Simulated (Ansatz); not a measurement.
# C7H18AgOP: the cost of one run

Computed with Ansatz 0.2.0, Gaussian basis. Level: the settings change from run to run.

**1. The molecule**

The geometry comes from an earlier relaxation with PBE0-D4 in a triple-zeta def2 set; it is a stationary point, not always the lowest conformer. Ag takes a core potential in def2 sets; no spin-orbit term is included.

SMILES `CC[P+](CC)(CC)[Ag-][O]C`, 28 atoms, charge 0, spin multiplicity 1.

Atoms are counted from 1 here; the program's logs count them from 0.

Bond lengths: C1–C2 1.521 Å, C1–H11 1.092 Å, C1–H12 1.092 Å, C1–H13 1.092 Å, C2–P3 1.830 Å, C2–H14 1.094 Å, C2–H15 1.094 Å, P3–C4 1.830 Å, P3–C6 1.832 Å, P3–Ag8 2.297 Å, C4–C5 1.521 Å, C4–H16 1.093 Å, C4–H17 1.095 Å, C5–H18 1.093 Å, C5–H19 1.092 Å, C5–H20 1.092 Å, C6–C7 1.520 Å, C6–H21 1.094 Å and more. Angles: C2–C1–H11 110.6°, C2–C1–H12 111.7°, C2–C1–H13 111.1°, H11–C1–H12 107.5°, H11–C1–H13 108.1°, H12–C1–H13 107.8°, C1–C2–P3 112.8°, C1–C2–H14 110.2°, C1–C2–H15 110.9°, P3–C2–H14 106.2°, P3–C2–H15 109.3°, H14–C2–H15 107.2°, C2–P3–C4 103.6°, C2–P3–C6 104.3°, C2–P3–Ag8 115.0°, C4–P3–C6 104.9°, C4–P3–Ag8 114.4°, C6–P3–Ag8 113.4° and more.

**2. PBE0/def2-mTZVP**

This run has atoms shaken by 0.15 Å, a point charge of -1.00 e beside it, the search for lower states set to off.

The input, in.yaml:

```yaml
crystal:
  periodic: [false, false, false]
  atoms:
    - {symbol: C, position_ang: [-1.240835, -1.699462, -1.772085]}
    - {symbol: C, position_ang: [-1.089866, -0.350489, -1.911345]}
    - {symbol: P, position_ang: [-0.346728, -0.019936, -0.165002]}
    - {symbol: C, position_ang: [-1.747807, 0.342820, 0.763433]}
    - {symbol: C, position_ang: [-1.177497, 0.690320, 2.182861]}
    - {symbol: C, position_ang: [0.442536, 2.057605, -0.346881]}
    - {symbol: C, position_ang: [-0.980650, 2.776845, -0.814449]}
    - {symbol: Ag, position_ang: [1.500297, -1.268825, 0.410226]}
    - {symbol: O, position_ang: [2.800788, -2.591198, 1.198275]}
    - {symbol: C, position_ang: [3.882228, -2.242136, 1.206920]}
    - {symbol: H, position_ang: [-1.663338, -2.210521, -2.916606]}
    - {symbol: H, position_ang: [-2.051058, -1.885370, -1.360860]}
    - {symbol: H, position_ang: [-0.586999, -2.047672, -1.782461]}
    - {symbol: H, position_ang: [-0.078126, -0.020663, -2.738009]}
    - {symbol: H, position_ang: [-1.724291, 0.104565, -1.981738]}
    - {symbol: H, position_ang: [-1.997060, -0.965386, 0.960411]}
    - {symbol: H, position_ang: [-2.696662, 0.633435, 0.374153]}
    - {symbol: H, position_ang: [-0.547117, 0.009537, 2.705321]}
    - {symbol: H, position_ang: [-0.840065, 1.687191, 2.415931]}
    - {symbol: H, position_ang: [-2.258083, 0.628967, 2.634932]}
    - {symbol: H, position_ang: [0.784441, 2.089637, 0.381049]}
    - {symbol: H, position_ang: [1.103102, 2.017509, -1.178323]}
    - {symbol: H, position_ang: [-1.680065, 2.959354, -0.234848]}
    - {symbol: H, position_ang: [-1.324307, 2.570708, -1.831912]}
    - {symbol: H, position_ang: [-0.529991, 3.586351, -1.069428]}
    - {symbol: H, position_ang: [4.422944, -3.105981, 1.694646]}
    - {symbol: H, position_ang: [4.394560, -1.916921, 0.692939]}
    - {symbol: H, position_ang: [4.016464, -1.596508, 2.625237]}
basis:
  gaussian: {orbitals: def2-mTZVP, point_charges: [{charge: -1.00, position_ang: [8.118, 0.618, -0.776]}]}
hamiltonian: {xc: {name: PBE0}}
scf: {lower_state_search: off}
output: {forces: true}
```

Run with:

```bash
$ ansatz run in.yaml --threads 11 --pin off --events-out ev --progress --plain --max-ram 110592MiB --backend cpu
```

Q: Estimate wall time and peak memory on 11 threads of AMD EPYC 7R13, shared host.

About 3.5 s, with a peak of 1.8 GiB.
